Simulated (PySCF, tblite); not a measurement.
# C₄H₇FGeO₂: geometry, infrared bands and NMR shifts

What infrared bands and NMR shifts should C₄H₇FGeO₂ (`CO[C@H]1C=[C](F)[GeH2][O]1`) show?

Programs: tblite 0.8.0 and PySCF 2.14.0, with density-fitted response routines of our own. Each step states its level of theory. These are calculated values for one molecule in the gas phase, unless marked as measured. Atoms are numbered from 0 throughout.

**1. Starting geometry**

15 atoms, charge 0, multiplicity 1; geometry from: force field or distance geometry start.

Bonds of the start (Å): C0–O1 1.42, O1–C2 1.39, C2–C3 1.52, C3–C4 1.32, C4–F5 1.36, C4–Ge6 1.86, Ge6–O7 1.80, O7–C2 1.44, C0–H8 1.11, C0–H9 1.11, C0–H10 1.10, C2–H11 1.11, C3–H12 1.09, Ge6–H13 1.55, Ge6–H14 1.55.

**2. Relaxing the molecule with GFN2-xTB**

Job settings and geometry (Å):

```
{"job": {"kind": "relax", "xc": "GFN2-xTB", "basis": "xTB"}, "charge": 0, "multiplicity": 1}
C      2.518500    -0.352300    -0.152600
O      1.262200    -0.723100     0.389500
C      0.219700    -0.242900    -0.400000
C     -1.039400    -1.025300    -0.080000
C     -2.067000    -0.350400     0.387700
F     -3.269500    -0.881400     0.729700
Ge    -1.596700     1.446700     0.444200
O      0.062000     1.168200    -0.185000
H      2.679200    -0.841300    -1.136300
H      2.592300     0.754600    -0.241800
H      3.313400    -0.692500     0.527500
H      0.404200    -0.415700    -1.485200
H     -1.089200    -2.108500    -0.188100
H     -1.550500     1.969200     1.902200
H     -2.443700     2.302700    -0.533700
```

Run with:

```console
$ OMP_NUM_THREADS=1 python probes_run.py task.json out
```

The driver reads the jobs from task.json and runs them one after another.

**Question.** This job is followed by: GFN2-xTB harmonic vibrations, gas phase; GIAO PBE0/pcSseg-1 NMR shielding, non-relativistic, gas phase. Predict these results of the whole session: strongest single infrared mode (GFN2-xTB); zero-point energy (GFN2-xTB); 13C shifts against TMS (PBE0/pcSseg-1); 1H shifts against TMS (PBE0/pcSseg-1, means over atoms taken as alike); 17O shifts against H2O (PBE0/pcSseg-1); 19F shifts against CFCl3 (PBE0/pcSseg-1); 73Ge shifts against GeMe4 (PBE0/pcSseg-1); surface potential, 1st and 99th percentile.

As calculated:

| quantity | value |
| --- | --- |
| strongest single infrared mode (GFN2-xTB) | 1999 cm⁻¹, 405 km/mol |
| zero-point energy (GFN2-xTB) | 62.6 kcal/mol |
| 13C shifts against TMS (PBE0/pcSseg-1) | 180.1, 132.6, 106.4, 57.4 ppm |
| 1H shifts against TMS (PBE0/pcSseg-1, means over atoms taken as alike) | 6.35, 5.67, 5.57, 5.26, 3.64 ppm |
| 17O shifts against H2O (PBE0/pcSseg-1) | 89.9, 66.3 ppm |
| 19F shifts against CFCl3 (PBE0/pcSseg-1) | -129.4 ppm |
| 73Ge shifts against GeMe4 (PBE0/pcSseg-1) | -44 ppm |
| surface potential, 1st and 99th percentile | -1.36 V and 1.59 V |

**Reading.** The optimisation took 101 steps and gained 0.389 eV; among the close pairs (by a distance rule), C4–Ge6 changed most, from 1.858 to 1.958 Å. All 39 modes are real, so the xTB geometry is a minimum. The strongest single mode, at 1999 cm⁻¹, moves mainly H14. GFN2-xTB is a fitted tight-binding method: band positions and strengths are rough. Its intensities can rank the bands wrongly. The most deshielded hydrogen is H12 (hydrogen on an alkene CH), at 6.35 ppm: olefinic region. Spin-orbit coupling is left out, which matters for shieldings and couplings at and beside the heavy atoms.
